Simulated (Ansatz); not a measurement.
**C₂H₆F₂OSSi: up Jacob's ladder to CCSD(T)**

Aim: compute C₂H₆F₂OSSi with functionals from several rungs and with coupled cluster. The yardstick is the atomisation energy at the CCSD(T) limit.

The runs use Ansatz 0.2.0, Gaussian basis; functionals in def2-TZVPP, the program's frozen cores in correlated methods.

The runs, in order: PBE-D4, r2SCAN-D4, PBE0-D4, B3LYP-D4, ωB97X-V, ωB97M-V, B2PLYP; CCSD(T)/def2-TZVPP; MP2/def2-QZVPP; extrapolation to the limit.

### Step 1. The relaxed structure

All runs share one geometry, relaxed beforehand with PBE0-D4 in a triple-zeta def2 set.

SMILES `CO[Si](F)(F)SC`, 13 atoms, charge 0, spin multiplicity 1.

Atoms are counted from 1 here; the program's logs count them from 0.

Bond lengths: C1–O2 1.415 Å, C1–H8 1.093 Å, C1–H9 1.090 Å, C1–H10 1.094 Å, O2–Si3 1.607 Å, Si3–F4 1.589 Å, Si3–F5 1.579 Å, Si3–S6 2.094 Å, S6–C7 1.821 Å, C7–H11 1.088 Å, C7–H12 1.089 Å, C7–H13 1.089 Å. Angles: O2–C1–H8 110.6°, O2–C1–H9 107.8°, O2–C1–H10 111.4°, H8–C1–H9 109.0°, H8–C1–H10 109.1°, H9–C1–H10 108.9°, C1–O2–Si3 126.7°, O2–Si3–F4 111.9°, O2–Si3–F5 106.9°, O2–Si3–S6 110.7°, F4–Si3–F5 105.1°, F4–Si3–S6 109.4°, F5–Si3–S6 112.8°, Si3–S6–C7 99.8°, S6–C7–H11 110.9°, S6–C7–H12 110.9°, S6–C7–H13 106.2°, H11–C7–H12 110.4° and more.

Coordinates:

```xyz
13
charge 0, multiplicity 1
C    -0.3177   -0.3446   -2.5229
O     0.8008   -0.3534   -1.6558
Si    0.8407    0.1612   -0.1340
F     0.4587    1.6988   -0.0193
F     2.3449    0.0748    0.3392
S    -0.4537   -0.9675    1.0642
C    -0.4529    0.0540    2.5714
H    -0.5458    0.6743   -2.8461
H    -0.0663   -0.9462   -3.3963
H    -1.2006   -0.7723   -2.0395
H    -0.7666    1.0722    2.3499
H     0.5298    0.0533    3.0399
H    -1.1711   -0.4046    3.2494
```

### Step 2. PBE-D4 (GGA)

in.yaml

```yaml
crystal:
  periodic: [false, false, false]
  atoms:
    - {symbol: C, position_ang: [-0.317742, -0.344622, -2.522943]}
    - {symbol: O, position_ang: [0.800773, -0.353429, -1.655822]}
    - {symbol: Si, position_ang: [0.840711, 0.161238, -0.134044]}
    - {symbol: F, position_ang: [0.458651, 1.698846, -0.019338]}
    - {symbol: F, position_ang: [2.344854, 0.074829, 0.339202]}
    - {symbol: S, position_ang: [-0.453708, -0.967507, 1.064169]}
    - {symbol: C, position_ang: [-0.452912, 0.054033, 2.571404]}
    - {symbol: H, position_ang: [-0.545839, 0.674274, -2.846063]}
    - {symbol: H, position_ang: [-0.066294, -0.946200, -3.396288]}
    - {symbol: H, position_ang: [-1.200635, -0.772348, -2.039483]}
    - {symbol: H, position_ang: [-0.766599, 1.072213, 2.349907]}
    - {symbol: H, position_ang: [0.529830, 0.053296, 3.039858]}
    - {symbol: H, position_ang: [-1.171100, -0.404614, 3.249441]}
basis:
  gaussian: {orbitals: def2-TZVPP}
hamiltonian: {xc: pbe, dispersion: d4}
output: {forces: true, orbitals: {seedname: orbitals}}
```

Launch:

```
ansatz run in.yaml --threads 2 --pin off --events-out ev --progress --plain --max-ram 32768MiB --backend cuda --devices 0, --max-vram 18GiB
```

The runs that follow: r2SCAN-D4 (meta-GGA); PBE0-D4 (hybrid); B3LYP-D4 (hybrid); ωB97X-V (range-separated); ωB97M-V (range-separated); B2PLYP (double hybrid); CCSD(T) in def2-TZVPP; MP2 in def2-QZVPP.

Q: Predict the results of all the runs planned. Wanted: atomisation energy, CCSD(T)/CBS; farthest; mean size of error, hybrid; mean size of error, range-separated; gap, smallest and largest; T1 diagnostic; triples share of the correlation energy.

The runs gave:

| quantity | value |
| --- | --- |
| atomisation energy, CCSD(T)/CBS | 1250.4 kcal/mol |
| functionals within 6.3 kcal/mol (0.5 %) | r2SCAN-D4, ωB97X-V, ωB97M-V |
| farthest | B2PLYP (-19.0 kcal/mol) |
| mean size of error, hybrid | 8.8 kcal/mol |
| mean size of error, range-separated | 0.4 kcal/mol |
| gap, smallest and largest | 5.35 eV (PBE-D4), 12.10 eV (ωB97X-V) |
| T1 diagnostic | 0.0114 |
| triples share of the correlation energy | 3.5 % |

In words: PBE-D4 misses by +16.1 kcal/mol. Double hybrids carry the basis error of their MP2 part in triple zeta, and no dispersion term here, so their miss is partly the set-up's. Misses under about 6.3 kcal/mol are within the doubt on the reference itself, which lacks core-valence correlation, relativity and higher excitations. Hartree-Fock recovers 73 % of the binding; the rest is correlation. Orbital gaps span 5.4 to 12.1 eV; exact exchange widens them.
